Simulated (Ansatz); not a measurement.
**C₂HF₄O radical: up Jacob's ladder to CCSD(T)**

An exercise on one series of results from a longer session: the logs are not shown, and one member is left open.

Program: Ansatz 0.2.0, Gaussian basis. Level of theory: functionals in def2-TZVPP, the program's frozen cores in correlated methods. These are calculated values, not measurements.

Plan: PBE-D4, r2SCAN-D4, PBE0-D4, B3LYP-D4, ωB97X-V, ωB97M-V, B2PLYP; CCSD(T)/def2-TZVPP; MP2/def2-QZVPP; extrapolation to the limit.

## The relaxed structure

An earlier PBE0-D4 in a triple-zeta def2 set relaxation fixed the geometry.

8 atoms, charge 0, spin multiplicity 2.

Atoms are counted from 1 here; the program's logs count them from 0.

Bond lengths: F1–C2 1.323 Å, C2–F3 1.327 Å, C2–O4 1.336 Å, O4–C5 1.395 Å, C5–F6 1.329 Å, C5–F7 1.337 Å, C5–H8 1.093 Å. Angles: F1–C2–F3 109.6°, F1–C2–O4 115.0°, F3–C2–O4 114.3°, C2–O4–C5 118.0°, O4–C5–F6 106.6°, O4–C5–F7 109.5°, O4–C5–H8 112.2°, F6–C5–F7 108.3°, F6–C5–H8 110.5°, F7–C5–H8 109.6°.

Geometry (Å):

```xyz
8

F    -0.7085    0.3106   -1.8856
C     0.4797    0.3129   -1.3038
F     1.0628   -0.8663   -1.4799
O     0.4881    0.7466   -0.0402
C    -0.1739   -0.0196    0.9199
F     0.4654    0.1750    2.0683
F    -1.4279    0.4234    1.0575
H    -0.1858   -1.0826    0.6638
```

The first run:

in.yaml reads:

```yaml
crystal:
  periodic: [false, false, false]
  atoms:
    - {symbol: F, position_ang: [-0.708452, 0.310644, -1.885557]}
    - {symbol: C, position_ang: [0.479714, 0.312940, -1.303841]}
    - {symbol: F, position_ang: [1.062792, -0.866343, -1.479863]}
    - {symbol: O, position_ang: [0.488144, 0.746647, -0.040206]}
    - {symbol: C, position_ang: [-0.173923, -0.019637, 0.919901]}
    - {symbol: F, position_ang: [0.465366, 0.174981, 2.068306]}
    - {symbol: F, position_ang: [-1.427866, 0.423381, 1.057485]}
    - {symbol: H, position_ang: [-0.185775, -1.082622, 0.663795]}
basis:
  gaussian: {orbitals: def2-TZVPP}
magnetization: {spin_polarized: true, initial_magnetization: 1}
hamiltonian: {xc: pbe, dispersion: d4}
output: {forces: true, orbitals: {seedname: orbitals}}
```

The run is started by

```sh
> ansatz run in.yaml --threads 2 --pin off --events-out ev --progress --plain --max-ram 32768MiB --backend cpu
```

Steps of the session up to this table: PBE-D4 (GGA); r2SCAN-D4 (meta-GGA); PBE0-D4 (hybrid); B3LYP-D4 (hybrid); ωB97X-V (range-separated); ωB97M-V (range-separated); B2PLYP (double hybrid); CCSD(T) in def2-TZVPP; MP2 in def2-QZVPP.

One of the session's tables, all rows but one given; the rest of the session is left out.

It belongs to the step «Atomisation energies». 

```
            method  atomisation energy (eV)
            PBE-D4                   34.663
         r2SCAN-D4                   33.169
           PBE0-D4                   33.007
          B3LYP-D4                   32.426
           ωB97X-V                   32.835
           ωB97M-V                   32.770
            B2PLYP                   32.232
     HF/def2-TZVPP                   21.296
    MP2/def2-TZVPP                   33.276
   CCSD/def2-TZVPP                   30.702
CCSD(T)/def2-TZVPP                        ?
           MP2/CBS                   34.280
       CCSD(T)/CBS                   32.519
```

**Question.** Estimate the row for CCSD(T)/def2-TZVPP.

**Answer.** atomisation energy (eV): 31.516. In the column «atomisation energy (eV)» it lies between CCSD/def2-TZVPP (30.702) and B2PLYP (32.232).

Limits of these values: Free atoms (4 F, 2 C, 1 O, 1 H) were run apart at each level; the atomisation energy is their sum less the molecule, without zero-point or spin-orbit terms.
